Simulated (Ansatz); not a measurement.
# Be: the cost of one run

Computed with Ansatz 0.2.0 (DFT PBEsol, scalar-relativistic, plane waves, PAW, unless a step's input says otherwise).

## 1. Starting point

The structure is hexagonal, space group P6_3/mmc (No. 194). The conventional cell has a = 2.265 Å, b = 2.265 Å, c = 3.574 Å, α = 90.00°, β = 90.00°, γ = 120.00°. Around Be (site symmetry -6m2) lie 12 Be at 2.21 to 2.26 Å.

Coordinates:

```xyz
2
Lattice="2.2648 0.0000 0.0000 -1.1324 1.9614 0.0000 0.0000 0.0000 3.5741" Properties=species:S:1:pos:R:3 pbc="T T T"
Be    0.0000    1.3076    2.6806
Be    1.1324    0.6538    0.8935
```

This is candidate A: structure listed in a database for this formula (P6_3/mmc, No. 194).

(A quick probe on a coarse mesh, which set the mesh and smearing, is not shown.)

## 3. Relaxing cell and atoms (candidate A)

File input.yaml:

```yaml
crystal:
  lattice:
    - [2.2647826536, 0.0, 0.0]
    - [-1.1323913268, 1.9613593121, 0.0]
    - [0.0, 0.0, 3.57410246]
  atoms:
    - { symbol: Be, position: [0.33333333, 0.66666667, 0.75] }
    - { symbol: Be, position: [0.66666667, 0.33333333, 0.25] }
basis:
  ecutwfc: 420
kpoints:
  mp_grid: { grid: [27, 27, 16] }
hamiltonian:
  xc: pbesol
scf:
  occupations: { method: gaussian, width: 0.1 }
output:
  forces: true
  stress: true
  eigenvalues: true
relax:
  adjacent_minimum: "off"
  f_tol: 0.01
  max_steps: 80
  cell: { stress_tol: 0.05 }
```

Q: Estimate wall time and peak memory on 1 thread of an Arm CPU, shared host.

About 27 s, with a peak of 0.37 GiB.
